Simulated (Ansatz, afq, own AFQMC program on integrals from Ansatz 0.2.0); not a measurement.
# CuNH3 (doublet): quantum Monte Carlo beside coupled cluster as a fragment species, def2-TZVP

How near does AFQMC come to the top of the ladder for CuNH3 (doublet)?

Computed with Ansatz 0.2.0, Gaussian basis, and an in-house AFQMC program (afq) on its integrals; all values are calculated. Level: def2-TZVP, frozen cores.

To be run: PBE (unrestricted); r2SCAN (unrestricted); CCSD(T) on UHF; PBE0 (unrestricted); B3LYP (unrestricted); wB97M-V (unrestricted); B2PLYP (unrestricted); Phaseless AFQMC, CISD trial on UHF.

1 further run of the same task is left out (it didn't finish).

### 1 What is computed

The geometry is a PBE0/def2-SVP stationary point (not a proven minimum).

5 atoms, charge 0, spin multiplicity 2.

Atoms are counted from 1 here; the program's logs count them from 0.

Bond lengths: N1–Cu2 2.033 Å, N1–H3 1.023 Å, N1–H4 1.023 Å, N1–H5 1.023 Å. Angles: Cu2–N1–H3 111.5°, Cu2–N1–H4 111.6°, Cu2–N1–H5 111.5°, H3–N1–H4 107.3°, H3–N1–H5 107.3°, H4–N1–H5 107.3°.

### 2 PBE (unrestricted)

in.yaml

```yaml
crystal:
  periodic: [false, false, false]
  atoms:
    - {symbol: N, position_ang: [-1.027436, 0.610391, -0.197415]}
    - {symbol: Cu, position_ang: [0.740966, -0.354104, 0.076643]}
    - {symbol: H, position_ang: [-1.791355, -0.047352, -0.368730]}
    - {symbol: H, position_ang: [-0.988423, 1.246455, -0.997070]}
    - {symbol: H, position_ang: [-1.282753, 1.166620, 0.621712]}
basis:
  gaussian: {orbitals: def2-TZVP}
magnetization: {spin_polarized: true, initial_magnetization: 1}
hamiltonian: {xc: {name: PBE}}
output: {orbitals: {seedname: orbitals}}
```

The run is started by

```console
$ ansatz run in.yaml --threads 1 --pin off --events-out ev --progress --plain --max-ram 8192MiB --backend cpu
```

Standard output:

```text
Functional definition: PBE
  name "PBE"
  cite "Perdew, Burke & Ernzerhof, Phys. Rev. Lett. 77, 3865 (1996) doi:10.1103/PhysRevLett.77.3865"
  parent pbe
  parameter kappa = 0.804
  parameter beta = 0.06672455060314922
  exchange = pbe_x(kappa = kappa, mu = beta*pi^2/3)
  correlation = pbe_c(beta = beta)
740 factors; their error is unknown
mean field evaluation 1: about -46161.2081 eV, gradient 6.0e1 eV
mean field evaluation 2: about -45612.4847 eV, gradient 4.5e2 eV
mean field evaluation 4: about -46167.3856 eV, gradient 4.6e1 eV
mean field evaluation 8: about -46171.6957 eV, gradient 1.7e-1 eV
mean field evaluation 16: about -46171.6560 eV, gradient 4.1e-4 eV
mean field -46171.65599946 eV, -1696.7770617075 hartree, gradient 5.1e-6 eV, S^2 0.751811; 0 other end points of the search recorded, 0 dependent functions left out
reference -46171.65604654 eV, -1696.7770634377 hartree; 20, 19 occupied and 74, 75 virtual orbitals, 740 factors
Total energy: -46171.65604654 eV, -1696.7770634377 hartree
```

Run time: 2.2 s. Hardware: 1 thread of AMD EPYC 7R13 (Zen 3), shared host; peak memory 2.7 GiB.

From the report: ⟨S²⟩ of the determinant 0.752 (pure doublet: 0.75).

### 3 r2SCAN (unrestricted)

in.yaml: that of step 2 with these lines changed.

```diff
@@ -11,3 +11,2 @@
 magnetization: {spin_polarized: true, initial_magnetization: 1}
-hamiltonian: {xc: {name: PBE}}
-output: {orbitals: {seedname: orbitals}}
+hamiltonian: {xc: {name: r2SCAN}}
```

Same command.

Standard output:

```text
Functional definition: r2SCAN
  name "r2SCAN"
  cite "Furness, Kaplan, Ning, Perdew & Sun, J. Phys. Chem. Lett. 11, 8208 (2020) doi:10.1021/acs.jpclett.0c02405"
  cite "Furness, Kaplan, Ning, Perdew & Sun, J. Phys. Chem. Lett. 11, 9248 (2020) doi:10.1021/acs.jpclett.0c03077"
  parent r2scan
  parameter k0 = 0.174
  parameter k1 = 0.065
  parameter a1 = 4.9479
  exchange = r2scan_x(k0 = k0, k1 = k1, a1 = a1)
  correlation = r2scan_c
740 factors; their error is unknown
mean field evaluation 1: about -46169.0504 eV, gradient 6.0e1 eV
mean field evaluation 2: about -45630.7505 eV, gradient 4.4e2 eV
mean field evaluation 4: about -46176.3221 eV, gradient 3.6e1 eV
mean field evaluation 8: about -46178.8618 eV, gradient 3.3e-2 eV
mean field evaluation 16: about -46178.8249 eV, gradient 1.9e-5 eV
mean field -46178.82487963 eV, -1697.0405131945 hartree, gradient 1.9e-5 eV, S^2 0.754011; 0 other end points of the search recorded, 0 dependent functions left out
reference -46178.82490135 eV, -1697.0405139927 hartree; 20, 19 occupied and 74, 75 virtual orbitals, 740 factors
Total energy: -46178.82490135 eV, -1697.0405139927 hartree
```

Run time: 4 s. Hardware: 1 thread of AMD EPYC 7R13 (Zen 3), shared host; peak memory 2.7 GiB.

From the report: ⟨S²⟩ of the determinant 0.754 (pure doublet: 0.75).

### 4 CCSD(T) on UHF

in.yaml: that of step 3 with these lines changed.

```diff
@@ -11,2 +11,2 @@
 magnetization: {spin_polarized: true, initial_magnetization: 1}
-hamiltonian: {xc: {name: r2SCAN}}
+correlation: {method: ccsd_t, electrons: outside_noble_gas, hamiltonian_folder: ham}
```

The run is started by

```console
$ ansatz run in.yaml --threads 1 --pin off --events-out ev --progress --plain --max-ram 24576MiB --backend cuda --devices 0, --max-vram 18GiB
```

Standard output (excerpt; [...] marks lines left out):

```text
Functional definition: HF
  name "HF"
  cite "Fock, Z. Phys. 61, 126 (1930) doi:10.1007/BF01340294"
  parent pbe
[...]
820 factors; integrals over basis functions are off by at most 1.2e-3 eV
[...]
mean field -46127.17333906 eV, -1695.1423540894 hartree, gradient 6.4e-6 eV, S^2 0.753913; 11 other end points of the search recorded, 0 dependent functions left out
determinant -46127.17333906 eV, -1695.1423540894 hartree, with singles and doubles -46143.58254345 eV, -1695.7453812281 hartree
determinant -46126.68026037 eV, -1695.1242337818 hartree, with singles and doubles -46142.50329221 eV, -1695.7057194766 hartree
determinant -46126.57515098 eV, -1695.1203710829 hartree, with singles and doubles -46143.49560017 eV, -1695.7421861217 hartree
determinant -46126.14604603 eV, -1695.1046017669 hartree, with singles and doubles -46141.19025209 eV, -1695.6574661422 hartree
determinant -46126.04622741 eV, -1695.1009335003 hartree, with singles and doubles -46141.09971758 eV, -1695.6541390603 hartree
determinant -46123.83777161 eV, -1695.0197742466 hartree, with singles and doubles -46140.31845573 eV, -1695.6254282169 hartree
determinant -46127.17333906 eV, -1695.1423540894 hartree, with singles and doubles -46143.59464598 eV, -1695.7458259879 hartree
determinant -46126.57515098 eV, -1695.1203710829 hartree, with singles and doubles -46143.55588364 eV, -1695.7444014982 hartree
10 core orbitals not correlated: weight in the atoms' cores, before any rotation towards them, 1.000 or more for the frozen orbitals, at most 0.000 for the correlated occupied ones
reference -46127.17333906 eV, -1695.1423540894 hartree; 10, 9 occupied and 74, 75 virtual orbitals, 820 factors
second order -17.56153186 eV of doubles, -0.00000000 eV of singles
cycle   1  -16.42130503 eV  change    1.9e-6 eV  update   2.4e-6
perturbative correction -0.58349468 eV, -0.0214430340 hartree
Total energy: -46144.17813877 eV, -1695.7672689526 hartree
```

Run time: 8 s. Hardware: 1 × NVIDIA H100 80GB HBM3 with 1 thread of AMD EPYC 7R13 (Zen 3), shared host; peak host memory 2.7 GiB.

From the report: ⟨S²⟩ of the determinant 0.754 (pure doublet: 0.75); correlation -17.0048 eV; T1 0.032; largest double amplitude 0.03.

This run also writes the integrals to the folder ham.

### 5 PBE0 (unrestricted)

in.yaml: that of step 4 with these lines changed.

```diff
@@ -11,2 +11,3 @@
 magnetization: {spin_polarized: true, initial_magnetization: 1}
-correlation: {method: ccsd_t, electrons: outside_noble_gas, hamiltonian_folder: ham}
+hamiltonian: {xc: {name: PBE0}}
+output: {orbitals: {seedname: orbitals}}
```

The run is started by

```console
$ ansatz run in.yaml --threads 1 --pin off --events-out ev --progress --plain --max-ram 8192MiB --backend cpu
```

Standard output:

```text
Functional definition: PBE0
  name "PBE0"
  cite "Adamo & Barone, J. Chem. Phys. 110, 6158 (1999) doi:10.1063/1.478522"
  cite "Perdew, Burke & Ernzerhof, Phys. Rev. Lett. 77, 3865 (1996) doi:10.1103/PhysRevLett.77.3865"
  parent pbe
  parameter a = 0.25
  parameter kappa = 0.804
  parameter beta = 0.06672455060314922
  exchange = (1 - a)*pbe_x(kappa = kappa, mu = beta*pi^2/3) + a*exact_x
  correlation = pbe_c(beta = beta)
829 factors; their error is unknown
mean field evaluation 1: about -46163.2437 eV, gradient 5.7e1 eV
mean field evaluation 2: about -45892.0314 eV, gradient 3.5e2 eV
mean field evaluation 4: about -46171.0299 eV, gradient 1.6e1 eV
mean field evaluation 8: about -46171.6304 eV, gradient 1.9e-1 eV
mean field evaluation 16: about -46171.6306 eV, gradient 1.7e-4 eV
mean field -46171.63063585 eV, -1696.7761296124 hartree, gradient 5.1e-5 eV, S^2 0.752441; 0 other end points of the search recorded, 0 dependent functions left out
reference -46171.63067138 eV, -1696.7761309181 hartree; 20, 19 occupied and 74, 75 virtual orbitals, 829 factors
Total energy: -46171.63067138 eV, -1696.7761309181 hartree
```

Run time: 2.9 s. Hardware: 1 thread of AMD EPYC 7R13 (Zen 3), shared host; peak memory 2.7 GiB.

From the report: ⟨S²⟩ of the determinant 0.752 (pure doublet: 0.75).

### 6 B3LYP (unrestricted)

in.yaml: that of step 5 with these lines changed.

```diff
@@ -11,3 +11,2 @@
 magnetization: {spin_polarized: true, initial_magnetization: 1}
-hamiltonian: {xc: {name: PBE0}}
-output: {orbitals: {seedname: orbitals}}
+hamiltonian: {xc: {name: B3LYP}}
```

The command is unchanged.

Standard output (excerpt; [...] marks lines left out):

```text
Functional definition: B3LYP
  name "B3LYP"
  cite "Stephens, Devlin, Chabalowski & Frisch, J. Phys. Chem. 98, 11623 (1994) doi:10.1021/j100096a001"
  cite "Becke, Phys. Rev. A 38, 3098 (1988) doi:10.1103/PhysRevA.38.3098"
  cite "Lee, Yang & Parr, Phys. Rev. B 37, 785 (1988) doi:10.1103/PhysRevB.37.785"
  cite "Vosko, Wilk & Nusair, Can. J. Phys. 58, 1200 (1980) doi:10.1139/p80-159"
[...]
829 factors; their error is unknown
[...]
mean field -46181.64702847 eV, -1697.1442252516 hartree, gradient 4.5e-5 eV, S^2 0.751389; 0 other end points of the search recorded, 0 dependent functions left out
reference -46181.64724392 eV, -1697.1442331694 hartree; 20, 19 occupied and 74, 75 virtual orbitals, 829 factors
Total energy: -46181.64724392 eV, -1697.1442331694 hartree
```

It took 2.5 s on 1 thread of AMD EPYC 7R13 (Zen 3), shared host; peak memory 2.7 GiB.

From the report: ⟨S²⟩ of the determinant 0.751 (pure doublet: 0.75).

### 7 wB97M-V (unrestricted)

in.yaml: that of step 6 with these lines changed.

```diff
@@ -11,2 +11,3 @@
 magnetization: {spin_polarized: true, initial_magnetization: 1}
-hamiltonian: {xc: {name: B3LYP}}
+hamiltonian: {xc: {name: wB97M-V}}
+output: {orbitals: {seedname: orbitals}}
```

Same command.

Standard output (excerpt; [...] marks lines left out):

```text
Functional definition: wB97M-V
  name "wB97M-V"
  cite "Mardirossian & Head-Gordon, J. Chem. Phys. 144, 214110 (2016) doi:10.1063/1.4952647"
  cite "Becke, J. Chem. Phys. 107, 8554 (1997) doi:10.1063/1.475007"
  cite "Vydrov & Van Voorhis, J. Chem. Phys. 133, 244103 (2010) doi:10.1063/1.3521275"
  # Of w^i u^j: cxij and so on, Table III.
[...]
  gx(w, u) = 1 - cx + cx01*u + cx10*w
  gss(w, u) = css00 + css04*u^4 + css10*w + css20*w^2 + css43*w^4*u^3
  gos(w, u) = cos00 + cos10*w + (cos20 + cos21*u)*w^2 + (cos60 + cos61*u)*w^6
[...]
      + integral(e_c_pw_mod_opposite_spin*gos(b97_w_opposite, b97_u_opposite)) + vv10(b, c)
818 factors; their error is unknown
172 factors; integrals over basis functions are off by at most 3.5e-5 eV
[...]
mean field -46176.69563614 eV, -1696.9622649397 hartree, gradient 4.1e-5 eV, S^2 0.751486; 0 other end points of the search recorded, 0 dependent functions left out
reference -46176.69568087 eV, -1696.9622665834 hartree; 20, 19 occupied and 74, 75 virtual orbitals, 818 factors
Total energy: -46176.69568087 eV, -1696.9622665834 hartree
```

It took 9.5 s on 1 thread of AMD EPYC 7R13 (Zen 3), shared host; peak memory 2.7 GiB.

From the report: ⟨S²⟩ of the determinant 0.751 (pure doublet: 0.75).

### 8 B2PLYP (unrestricted)

in.yaml: that of step 7 with these lines changed.

```diff
@@ -11,3 +11,3 @@
 magnetization: {spin_polarized: true, initial_magnetization: 1}
-hamiltonian: {xc: {name: wB97M-V}}
-output: {orbitals: {seedname: orbitals}}
+hamiltonian: {xc: {name: B2PLYP}}
+correlation: {electrons: outside_noble_gas}
```

The command is unchanged.

Standard output (excerpt; [...] marks lines left out):

```text
Functional definition: B2PLYP
  name "B2PLYP"
  cite "Grimme, J. Chem. Phys. 124, 034108 (2006) doi:10.1063/1.2148954"
  cite "Becke, Phys. Rev. A 38, 3098 (1988) doi:10.1103/PhysRevA.38.3098"
  cite "Lee, Yang & Parr, Phys. Rev. B 37, 785 (1988) doi:10.1103/PhysRevB.37.785"
[...]
820 factors; integrals over basis functions are off by at most 1.2e-3 eV
[...]
mean field -46164.70783203 eV, -1696.5217212642 hartree, gradient 1.4e-6 eV, S^2 0.752492; 0 other end points of the search recorded, 0 dependent functions left out
10 core orbitals not correlated: weight in the atoms' cores, before any rotation towards them, 1.000 or more for the frozen orbitals, at most 0.000 for the correlated occupied ones
reference -46164.70796676 eV, -1696.5217262153 hartree; 10, 9 occupied and 74, 75 virtual orbitals, 820 factors
second order -21.66892298 eV of doubles, -0.00000000 eV of singles
Total energy: -46170.55857596 eV, -1696.7367321379 hartree
```

Run time: 5 s. Hardware: 1 thread of AMD EPYC 7R13 (Zen 3), shared host; peak memory 2.7 GiB.

From the report: ⟨S²⟩ of the determinant 0.752 (pure doublet: 0.75).

### 9 Phaseless AFQMC, CISD trial on UHF

It reads the integrals that the CCSD(T) run on this determinant wrote.

The run is started by

```console
$ afq ham --method phaseless --trial cisd --walkers 2500 --populations 20 --least-time 60 --time-step 0.005 --steps-per-block 50 --equilibration-blocks 40 --max-blocks 4000 --target-error 0.00026 --factor-cut 1e-05 --start spin_pure --seed 6845 --release-times 0.24,0.51,0.99,1.5 --release-step 0.03 --release-every 4 --taylor-order 6
```

Standard output:

```text
orbitals 84  electrons 10 9  factors 682 of 820
reference energy -1695.14235409 Eh
CCSD correlation -0.60347199 Eh in 18 cycles, weight of the determinant in the CISD state 0.8433
energy of the start -1695.746002 Eh
 block  time / (1/Eh)  mean weight  energy / Eh
     1     0.250  0.9996  -1695.741828
     2     0.500  1.0001  -1695.752168
     3     0.750  1.0005  -1695.756622
     4     1.000  0.9998  -1695.757365
     5     1.250  0.9999  -1695.759525
     6     1.500  0.9994  -1695.761969
     7     1.750  1.0004  -1695.764181
     8     2.000  0.9997  -1695.769305
     9     2.250  0.9990  -1695.764964
    10     2.500  1.0000  -1695.768068
    13     3.250  1.0006  -1695.767785
    17     4.250  1.0000  -1695.765837
    21     5.250  1.0000  -1695.763308
    25     6.250  0.9989  -1695.767551
    29     7.250  1.0001  -1695.768669
    33     8.250  0.9992  -1695.769177
    37     9.250  1.0005  -1695.766042
    41    10.250  0.9998  -1695.768362
    45    11.250  1.0007  -1695.767851
    49    12.250  1.0000  -1695.767493
    53    13.250  1.0006  -1695.771005
    57    14.250  0.9999  -1695.764448
    61    15.250  1.0003  -1695.765527
    65    16.250  0.9993  -1695.767706
    69    17.250  1.0002  -1695.769554
    73    18.250  1.0002  -1695.763399
    77    19.250  1.0004  -1695.771914
    81    20.250  1.0002  -1695.766061
    85    21.250  1.0005  -1695.767480
    89    22.250  1.0003  -1695.770670
    93    23.250  0.9993  -1695.762434
    97    24.250  0.9993  -1695.768149
   101    25.250  0.9995  -1695.766392
   105    26.250  1.0002  -1695.767831
   109    27.250  1.0003  -1695.765060
   113    28.250  0.9998  -1695.765293
   117    29.250  1.0001  -1695.767128
   121    30.250  1.0003  -1695.768792
   125    31.250  0.9995  -1695.771309
   129    32.250  0.9995  -1695.771816
   133    33.250  0.9989  -1695.765096
   137    34.250  1.0000  -1695.764124
   141    35.250  0.9991  -1695.769518
   145    36.250  1.0004  -1695.763666
   149    37.250  0.9999  -1695.767772
   153    38.250  1.0000  -1695.765254
   157    39.250  0.9998  -1695.770732
   161    40.250  0.9998  -1695.768455
   165    41.250  1.0003  -1695.772918
   169    42.250  1.0011  -1695.770588
error from the spread of 20 populations
released: time / (1/Eh)  energy / Eh  error  mean overlap
  0.24  -1695.766757  0.000348  0.9975
  0.51  -1695.767369  0.000534  0.9928
  0.99  -1695.767959  0.000853  0.9834
  1.50  -1695.766473  0.001295  0.9771
energy -1695.767063 +/- 0.000256 Eh
```

Wall time 6.2 min (1 × NVIDIA H100 80GB HBM3 with 2 threads of AMD EPYC 7R13 (Zen 3), shared host); peak host memory 2.7 GiB.

Energy -46144.1725 ± 0.0070 eV. Caveats: constraint bias not in the error.

### 10 AFQMC on the ladder

On the UHF determinant, counted from CCSD(T) (a yardstick, not exact):

```csv
level,energy (eV),from CCSD(T) (kcal/mol),statistical error (kcal/mol),time
HF,-46127.1733,+392.14,,
MP2,-46144.7349,-12.84,,
CCSD,-46143.5946,+13.46,,
CCSD(T),-46144.1781,0.00,,
"Phaseless AFQMC, CISD trial, step 0.005, 2500 walkers",-46144.1725,+0.13,0.16,6.2 min
```

The functionals' totals stand on their own zeros and serve differences with other points: PBE -46171.656 eV; r2SCAN -46178.825 eV; PBE0 -46171.631 eV; B3LYP -46181.647 eV; wB97M-V -46176.696 eV; B2PLYP -46170.559 eV.

### 11 Outcome

```
                                       quantity                  value
Phaseless AFQMC, CISD trial on UHF from CCSD(T)  +0.13 ± 0.16 kcal/mol
```

What this shows: On UHF the phaseless walk with the CISD trial lies +0.13 kcal/mol from CCSD(T), within three error bars. Error bars are statistical and leave out the constraint, the time step and what remains of the start.
